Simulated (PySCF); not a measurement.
**NbF₄: relaxation and vibrations of the doublet**

Where does doublet NbF₄ go from a tetrahedral start, is the end point a minimum, and what are its modes, charges and moments?

Computed with PySCF 2.14.0. Level: B3LYP, basis Nb def2-SVP with ECP28, F def2-SVP, scalar-relativistic core potentials, no spin–orbit coupling, density fitting.

**1. The system as given**

5 atoms, charge 0, spin multiplicity 2.

Bond lengths: Nb1–F2 2.110 Å, Nb1–F3 2.110 Å, Nb1–F4 2.110 Å, Nb1–F5 2.110 Å. Angles: F2–Nb1–F3 109.5°, F2–Nb1–F4 109.5°, F2–Nb1–F5 109.5°, F3–Nb1–F4 109.5°, F3–Nb1–F5 109.5°, F4–Nb1–F5 109.5°.

```xyz
5
charge 0 multiplicity 2
Nb    0.0000    0.0000    0.0000
F     1.7228   -0.0001    1.2182
F    -1.7228    0.0000    1.2182
F     0.0000    1.7228   -1.2182
F     0.0000   -1.7228   -1.2183
```

**2. Relaxing the doublet from the tetrahedral start**

The steps below are one call of a driver around PySCF. For each, scf.py gives the equivalent set-up of the SCF; relaxations use the driver's own optimiser. Before each start the driver seeks the lowest SCF state from one or more starting densities and follows internal instabilities, so scf.py alone need not reach the same state.

The program finds Td symmetry in the start, which this walk keeps.

Contents of scf.py:

```python
from pyscf import gto, scf, dft
mol = gto.M(atom='''
Nb     0.000000    -0.000000    -0.000000
F      1.722818    -0.000055     1.218216
F     -1.722818    -0.000000     1.218216
F      0.000027     1.722845    -1.218177
F     -0.000027    -1.722790    -1.218255''',
    basis={'Nb': 'def2-SVP', 'F': 'def2-SVP'},
    ecp={'Nb': 'def2-SVP'},
    charge=0, spin=1)
mf = dft.UKS(mol, xc='B3LYP')
mf.grids.atom_grid = (50, 194)
aux = {'Nb': 'def2-universal-JKFIT', 'F': 'def2-universal-JKFIT'}
mf = mf.density_fit(auxbasis=aux)
mf.kernel()
```

Energy and gradient, step by step:

```
step  energy (Eh)  change (kJ/mol)  largest symmetric gradient (Eh/bohr)
   0  -456.187917             0.00                               0.07123
   1  -456.267863          -209.90                               0.03527
   2  -456.277478          -235.14                               0.02418
   3  -456.281692          -246.21                               0.00363
   4  -456.281811          -246.52                               0.00036
   5  -456.281813          -246.52                               0.00001
```

The walk ran for 36 s (4 threads, shared host).

End point (Td, 5 steps, 246.5 kJ/mol gained): Nb–F 1.876 Å (×4); F–Nb–F 109.5° (×6). A gradient of 0.0061 Eh/bohr that breaks the symmetry is left: this electronic state wants a lower symmetry.

**3. Releasing the symmetry**

The geometry is nudged along the force that breaks the symmetry.

The program finds D2d symmetry in the start, which may break.

scf.py: that of step 2 with these lines changed.

```diff
@@ -3,5 +3,5 @@
-Nb     0.000000    -0.000000    -0.000000
-F      1.722818    -0.000055     1.218216
-F     -1.722818    -0.000000     1.218216
-F      0.000027     1.722845    -1.218177
-F     -0.000027    -1.722790    -1.218255''',
+Nb    -0.000000     0.000000     0.000000
+F      1.514779    -0.000047     1.107798
+F     -1.514781     0.000008     1.107797
+F      0.000028     1.514800    -1.107771
+F     -0.000027    -1.514760    -1.107824''',
```

The optimiser's trace:

```
step  energy (Eh)  change (kJ/mol)  largest gradient (Eh/bohr)
   0  -456.283442             0.00                     0.00506
   1  -456.285648            -5.79                     0.00342
   2  -456.287757           -11.33                     0.00145
   3  -456.287776           -11.38                     0.00029
   4  -456.287778           -11.38                     0.00000
```

The walk took 27 s.

Positions (Å) and forces (eV/Å) along the way:

```
step 0
Nb   0.000   0.000   0.000   0.000   0.000   0.000
F    1.515   0.000   1.108  -0.215   0.000   0.260
F   -1.515   0.000   1.108   0.215   0.000   0.260
F    0.000   1.515  -1.108   0.000  -0.215  -0.260
F    0.000  -1.515  -1.108   0.000   0.215  -0.260
step 1
Nb   0.000   0.000   0.000   0.000   0.000   0.000
F    1.485   0.000   1.147  -0.176   0.000   0.175
F   -1.485   0.000   1.147   0.176   0.000   0.175
F    0.000   1.485  -1.147   0.000  -0.176  -0.175
F    0.000  -1.485  -1.147   0.000   0.176  -0.175
step 2
Nb   0.000   0.000   0.000   0.000   0.000   0.000
F    1.417   0.000   1.233  -0.069   0.000  -0.075
F   -1.417   0.000   1.233   0.069   0.000  -0.075
F    0.000   1.417  -1.233   0.000  -0.069   0.075
F    0.000  -1.417  -1.233   0.000   0.069   0.075
step 3
Nb   0.000   0.000   0.000   0.000   0.000   0.000
F    1.418   0.000   1.227   0.012   0.000   0.015
F   -1.418   0.000   1.227  -0.012   0.000   0.015
F    0.000   1.418  -1.227   0.000   0.012  -0.015
F    0.000  -1.418  -1.227   0.000  -0.012  -0.015
step 4
Nb   0.000   0.000   0.000   0.000   0.000   0.000
F    1.417   0.000   1.228   0.000   0.000   0.000
F   -1.417   0.000   1.228   0.000   0.000   0.000
F    0.000   1.417  -1.228   0.000   0.000   0.000
F    0.000  -1.417  -1.228   0.000   0.000   0.000
```

It settles in D2d symmetry, 11.4 kJ/mol below the start, after 4 steps: Nb–F 1.876 Å (×4); F–Nb–F 98.2° (×2), F–Nb–F 115.4° (×4).

**4. Hessian and properties**

The point is checked on the finer grid, and tightened if its gradient asks for it. The Hessian and the dipole derivatives come from central differences of analytic gradients, with steps of 0.01 bohr.

scf.py: that of step 3 with these lines changed.

```diff
@@ -3,5 +3,5 @@
-Nb    -0.000000     0.000000     0.000000
-F      1.514779    -0.000047     1.107798
-F     -1.514781     0.000008     1.107797
-F      0.000028     1.514800    -1.107771
-F     -0.000027    -1.514760    -1.107824''',
+Nb    -0.000000     0.000000    -0.000000
+F      1.417076    -0.000047     1.228249
+F     -1.417077     0.000008     1.228248
+F      0.000028     1.417096    -1.228226
+F     -0.000027    -1.417057    -1.228271''',
@@ -12 +12 @@
-mf.grids.atom_grid = (50, 194)
+mf.grids.atom_grid = (75, 302)
```

This SCF starts from the last density.

Log of the central SCF (cycles and frontier levels):

```text
init E= -456.287419776969
[... the frontier-level lines of each cycle are left out ...]
cycle= 1 E= -456.287419776889  delta_E= 7.96e-11  |g|= 1.57e-05  |ddm|= 1.58e-05
cycle= 2 E= -456.287419776519  delta_E= 3.7e-10  |g|= 3.53e-05  |ddm|= 3.35e-05
cycle= 3 E= -456.287419776985  delta_E= -4.66e-10  |g|= 4.57e-07  |ddm|= 2.26e-05
cycle= 4 E= -456.287419776988  delta_E= -3.07e-12  |g|= 1.67e-07  |ddm|= 4.63e-07
Extra cycle  E= -456.287419776989  delta_E= -3.41e-13  |g|= 3.46e-07  |ddm|= 3.19e-07
converged SCF energy = -456.287419776989  <S^2> = 0.75155024  2S+1 = 2.0015496
```

The whole step took 82 s.

Geometry: D2d; Nb–F 1.875 Å (×4); F–Nb–F 98.2° (×2), F–Nb–F 115.4° (×4).

Harmonic modes (main isotopes):

```
symmetry  ω (cm⁻¹)  IR (km/mol)     type
      b1      210i          0.0     bend
       e       120         78.0     bend
      a1       187          0.0     bend
      b2       196         14.2     bend
       e       680          318  stretch
      a1       698          0.0  stretch
      b2       744          204  stretch
```

With 1 mode imaginary (up to 210i cm⁻¹) this point is a saddle.

Constants and moments:

```
Dipole moment                                                   : 0.00 D
Highest occupied level                                          : -5.73 eV
Lowest empty level                                              : -3.11 eV
Rotational constants                                            : 0.1105, 0.08829, 0.08829 cm⁻¹
Zero-point energy (real modes)                                  : 20.5 kJ/mol
Principal polarisabilities                                      : 28.0, 28.0, 31.4 bohr³
Atomisation energy without zero-point energy                    : 2365 kJ/mol
Principal traceless quadrupole moments about the centre of mass : -3.21, 1.61, 1.61 D Å
Spin squared ⟨S²⟩                                               : 0.752
```

Charges (e) and bond orders:

```
    atom  Mulliken  Löwdin  polar tensor  spin (Mulliken)  Mayer order to Nb1
     Nb1      1.36    0.60          2.72             0.91                   –
F2,3,4,5     -0.34   -0.15         -0.68             0.02                1.10
```

Outer orbital energies (eV). α occupied: -12.75, -12.10, -12.10, -12.06, -11.97, -11.73, -11.73, -5.73; empty: -3.11, -1.90, -1.31, -1.31. β occupied: -12.71, -12.59, -12.05, -11.91, -11.91, -11.71, -11.71, -11.70; empty: -2.64, -2.06, -1.70, -0.98.

Mulliken populations on Nb1 (outside its core potential): s 2.19, p 6.41, d 2.92, f 0.12.

**5. Downhill along the imaginary mode**

The atoms are moved a little along the softest imaginary mode and relaxed again.

The program finds D2 symmetry in the start, which this walk keeps. Threshold on the gradient: 0.0003 Eh/bohr, with a further test on the energy change.

scf.py: that of step 4 with these lines changed.

```diff
@@ -3,5 +3,5 @@
-Nb    -0.000000     0.000000    -0.000000
-F      1.417076    -0.000047     1.228249
-F     -1.417077     0.000008     1.228248
-F      0.000028     1.417096    -1.228226
-F     -0.000027    -1.417057    -1.228271''',
+Nb     0.000000     0.000000    -0.000000
+F      1.417073    -0.120047     1.228247
+F     -1.417075     0.120008     1.228250
+F     -0.119972     1.417098    -1.228226
+F      0.119973    -1.417059    -1.228271''',
@@ -12 +12 @@
-mf.grids.atom_grid = (75, 302)
+mf.grids.atom_grid = (50, 194)
```

The optimiser's trace:

| step | energy (Eh) | change (kJ/mol) | largest symmetric gradient (Eh/bohr) |
| --- | --- | --- | --- |
| 0 | -456.290036 | 0.00 | 0.00385 |
| 1 | -456.291295 | -3.31 | 0.00427 |
| 2 | -456.294391 | -11.43 | 0.00319 |
| 3 | -456.294593 | -11.97 | 0.00113 |
| 4 | -456.294631 | -12.06 | 0.00044 |
| 5 | -456.294634 | -12.07 | 0.00025 |
| 6 | -456.294634 | -12.07 | 0.00019 |

The walk took 43 s.

Positions (Å) and forces (eV/Å) along the way:

```
step 0
Nb   0.000   0.000   0.000   0.000   0.000   0.001
F    1.417  -0.120   1.228  -0.168  -0.198  -0.189
F   -1.417   0.120   1.228   0.168   0.198  -0.189
F   -0.120   1.417  -1.228  -0.198  -0.167   0.189
F    0.120  -1.417  -1.228   0.198   0.167   0.189
step 1
Nb   0.000   0.000   0.000   0.000   0.000   0.000
F    1.411  -0.154   1.219  -0.013  -0.220  -0.056
F   -1.411   0.154   1.219   0.013   0.220  -0.056
F   -0.154   1.411  -1.219  -0.220  -0.013   0.056
F    0.154  -1.411  -1.219   0.220   0.013   0.056
step 3
Nb   0.000   0.000   0.000   0.000   0.000   0.000
F    1.396  -0.310   1.195   0.045  -0.038   0.058
F   -1.396   0.310   1.195  -0.045   0.037   0.058
F   -0.310   1.396  -1.195  -0.038   0.045  -0.058
F    0.310  -1.396  -1.195   0.037  -0.045  -0.058
step 6
Nb   0.000   0.000   0.000   0.000   0.000   0.000
F    1.390  -0.326   1.201  -0.010   0.002  -0.004
F   -1.390   0.326   1.201   0.010  -0.002  -0.004
F   -0.326   1.390  -1.201   0.002  -0.010   0.004
F    0.326  -1.390  -1.201  -0.002   0.010   0.004
```

It settles in D2d symmetry, 12.1 kJ/mol below the start, after 6 steps: Nb–F 1.866 Å (×4); F–Nb–F 98.9° (×2), F–Nb–F 99.9° (×2), F–Nb–F 132.4° (×2).

**6. Frequencies**

The same treatment as at the point before.

scf.py: that of step 5 with these lines changed.

```diff
@@ -3,5 +3,5 @@
-Nb     0.000000     0.000000    -0.000000
-F      1.417073    -0.120047     1.228247
-F     -1.417075     0.120008     1.228250
-F     -0.119972     1.417098    -1.228226
-F      0.119973    -1.417059    -1.228271''',
+Nb    -0.000000     0.000000    -0.000000
+F      1.382180    -0.328423     1.209547
+F     -1.382181     0.328385     1.209556
+F     -0.328350     1.382213    -1.209530
+F      0.328351    -1.382175    -1.209573''',
@@ -12 +12 @@
-mf.grids.atom_grid = (50, 194)
+mf.grids.atom_grid = (75, 302)
```

Log of the central SCF (cycles and frontier levels):

```text
init E= -456.294790852393
[... the frontier-level lines of each cycle are left out ...]
cycle= 1 E= -456.294790851713  delta_E= 6.8e-10  |g|= 4.69e-05  |ddm|= 4.75e-05
cycle= 2 E= -456.294790848234  delta_E= 3.48e-09  |g|= 0.000107  |ddm|= 0.000103
cycle= 3 E= -456.294790852567  delta_E= -4.33e-09  |g|= 9.16e-07  |ddm|= 7e-05
cycle= 4 E= -456.294790852563  delta_E= 3.75e-12  |g|= 7.05e-08  |ddm|= 1.17e-06
Extra cycle  E= -456.294790852561  delta_E= 1.82e-12  |g|= 1.43e-07  |ddm|= 1.47e-07
converged SCF energy = -456.294790852561  <S^2> = 0.75120516  2S+1 = 2.0012048
```

The whole step ran for 1.8 min (4 threads, shared host).

Geometry: D2d; Nb–F 1.866 Å (×4); F–Nb–F 99.2° (×4), F–Nb–F 132.9° (×2).

Harmonic modes (main isotopes):

```json
{"symmetry": "a1", "ω (cm⁻¹)": "143", "IR (km/mol)": "0.0", "μ (u)": "19.00", "type": "bend"}
{"symmetry": "e", "ω (cm⁻¹)": "166", "IR (km/mol)": "42.4", "μ (u)": "22.26", "type": "bend"}
{"symmetry": "b2", "ω (cm⁻¹)": "168", "IR (km/mol)": "21.7", "μ (u)": "25.53", "type": "bend"}
{"symmetry": "b1", "ω (cm⁻¹)": "319", "IR (km/mol)": "0.0", "μ (u)": "19.00", "type": "bend"}
{"symmetry": "b2", "ω (cm⁻¹)": "676", "IR (km/mol)": "88.6", "μ (u)": "21.16", "type": "stretch"}
{"symmetry": "a1", "ω (cm⁻¹)": "695", "IR (km/mol)": "0.0", "μ (u)": "19.00", "type": "stretch"}
{"symmetry": "e", "ω (cm⁻¹)": "731", "IR (km/mol)": "422", "μ (u)": "24.09", "type": "stretch"}
```

No imaginary mode, so this is a minimum.

Constants and moments:

```yaml
Dipole_moment: 0.00 D
Highest_occupied_level: -6.35 eV
Lowest_empty_level: -2.92 eV
Rotational_constants: 0.1099, 0.1099, 0.07581 cm⁻¹
Zero-point_energy: 22.7 kJ/mol
Principal_polarisabilities: 30.8, 31.6, 31.6 bohr³
Atomisation_energy_without_zero-point_energy: 2384 kJ/mol
Principal_traceless_quadrupole_moments_about_the_centre_of_mass: -2.47, -2.47, 4.93 D Å
Entropy_at_298.15_K_and_1_bar_electronic_part_spin_only: 333.0 J/(mol K)
Heat_capacity_Cp_at_298.15_K: 85.4 J/(mol K)
Enthalpy_at_298.15_K_above_0_K: 18.67 kJ/mol
Rotational_symmetry_number: 4
Spin_squared_⟨S²⟩: 0.751
```

Charges (e) and bond orders:

| atom | Mulliken | Löwdin | polar tensor | spin (Mulliken) | Mayer order to Nb1 |
| --- | --- | --- | --- | --- | --- |
| Nb1 | 1.31 | 0.55 | 2.57 | 0.95 | – |
| F2,3,4,5 | -0.33 | -0.14 | -0.64 | 0.01 | 1.11 |

Mulliken populations on Nb1 (outside its core potential): s 2.31, p 6.41, d 2.85, f 0.13.

**7. The points found, side by side**

| spin | group | bonds | imaginary modes (cm⁻¹) | ΔE (kJ/mol) | with zero-point energy |
| --- | --- | --- | --- | --- | --- |
| doublet | D2d | Nb–F 1.866 Å (×4) | none | 0.0 | 0.0 |
| doublet | D2d | Nb–F 1.875 Å (×4) | 210i | 19.4 | – |

**8. Summary of results**

| quantity | value |
| --- | --- |
| minimum | doublet, D2d |
| geometry | Nb–F 1.866 Å (×4); F–Nb–F 99.2° (×4), F–Nb–F 132.9° (×2) |
| wavenumbers (cm⁻¹) | 143 (a1), 166 (e), 168 (b2), 319 (b1), 676 (b2), 695 (a1), 731 (e) |
| dipole moment | 0.00 D |
| highest occupied, lowest empty level (either spin) | -6.35, -2.92 eV |
| polar-tensor charge of Nb1 | +2.57 e |
| zero-point energy | 22.7 kJ/mol |
| entropy at 298.15 K | 333.0 J/(mol K) |
| atomisation energy (no zero-point energy) | 2384 kJ/mol |
| ⟨S²⟩ | 0.751 |

The tetrahedral start (Td) ends in a minimum of D2d symmetry, after a stop at a saddle point 19.4 kJ/mol higher, from which it was pushed off along an imaginary mode. The strongest infrared band lies at 731 cm⁻¹ (e, stretch). Nb1 has a polar-tensor charge of +2.6 e (a dipole derivative, not a static charge), yet symmetry cancels the bond dipoles. Most of the spin sits on Nb1 (Mulliken spin 0.95, against 1 for the whole molecule). Only this shape and spin were tried, so other structures or states may lie lower. Open d and f shells are described by one determinant, and the ground state may have another occupation or spin.

The search up to here took 5.5 min.
